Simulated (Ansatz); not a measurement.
# CH₄OSiTe: a ladder of functionals and wavefunction methods

One table from this session's results is given with a row withheld; the runs are named, their logs left out.

Computed with Ansatz 0.2.0, Gaussian basis. Level: functionals in def2-TZVPP, the program's frozen cores in correlated methods.

The runs, in order: PBE-D4, r2SCAN-D4, PBE0-D4, B3LYP-D4, ωB97X-V, ωB97M-V, B2PLYP; CCSD(T)/def2-TZVPP; MP2/def2-QZVPP; extrapolation to the limit.

## Structure used throughout

All runs share one geometry, relaxed beforehand with PBE0-D4 in a triple-zeta def2 set. Te takes the def2 core potential; no spin-orbit term is included.

SMILES `[TeH]C1O[SiH2]1`, 8 atoms, charge 0, spin multiplicity 1.

Atoms are counted from 1 here; the program's logs count them from 0.

Bond lengths: Te1–C2 2.126 Å, Te1–H5 1.659 Å, C2–O3 1.466 Å, C2–Si4 1.802 Å, C2–H6 1.088 Å, O3–Si4 1.665 Å, Si4–H7 1.478 Å, Si4–H8 1.477 Å. Angles: C2–Te1–H5 94.5°, Te1–C2–O3 117.3°, Te1–C2–Si4 125.3°, Te1–C2–H6 109.3°, O3–C2–Si4 60.2°, O3–C2–H6 112.4°, Si4–C2–H6 122.0°, C2–O3–Si4 70.0°, C2–Si4–O3 49.8°, C2–Si4–H7 123.0°, C2–Si4–H8 120.5°, O3–Si4–H7 116.8°, O3–Si4–H8 117.4°, H7–Si4–H8 113.6°.

The first run:

in.yaml

```yaml
crystal:
  periodic: [false, false, false]
  atoms:
    - {symbol: Te, position_ang: [-1.229832, 1.936411, -0.493059]}
    - {symbol: C, position_ang: [0.217481, 0.692703, 0.443820]}
    - {symbol: O, position_ang: [-0.276850, -0.348394, 1.349662]}
    - {symbol: Si, position_ang: [0.507129, -1.043378, 0.055302]}
    - {symbol: H, position_ang: [-1.569378, 0.853477, -1.702951]}
    - {symbol: H, position_ang: [0.981858, 1.315606, 0.904451]}
    - {symbol: H, position_ang: [1.785171, -1.729541, 0.339906]}
    - {symbol: H, position_ang: [-0.323377, -1.733983, -0.952830]}
basis:
  gaussian: {orbitals: def2-TZVPP}
hamiltonian: {xc: pbe, dispersion: d4}
output: {forces: true, orbitals: {seedname: orbitals}}
```

Run with:

```sh
ansatz run in.yaml --threads 4 --pin off --events-out ev --progress --plain --max-ram 10444MiB
```

Among the steps run: PBE-D4 (GGA); r2SCAN-D4 (meta-GGA); PBE0-D4 (hybrid); B3LYP-D4 (hybrid); ωB97X-V (range-separated); ωB97M-V (range-separated); B2PLYP (double hybrid); CCSD(T) in def2-TZVPP; MP2 in def2-QZVPP.

One table of the session follows, with a row left open; its other results are not shown here.

| method | atomisation energy (kJ/mol) |
| --- | --- |
| PBE-D4 | 2609.8 |
| r2SCAN-D4 | 2555.3 |
| PBE0-D4 | 2537.4 |
| B3LYP-D4 | 2538.3 |
| ωB97X-V | 2561.2 |
| ωB97M-V | 2543.7 |
| B2PLYP | 2507.3 |
| HF/def2-TZVPP | 1687.7 |
| MP2/def2-TZVPP | 2520.8 |
| CCSD/def2-TZVPP | ? |
| CCSD(T)/def2-TZVPP | 2471.0 |
| MP2/CBS | 2615.8 |
| CCSD(T)/CBS | 2566.0 |

Q: Estimate the row for CCSD/def2-TZVPP from the others.

The run gave: atomisation energy (kJ/mol): 2414.2. In the column «atomisation energy (kJ/mol)» it lies between HF/def2-TZVPP (1687.7) and CCSD(T)/def2-TZVPP (2471.0).
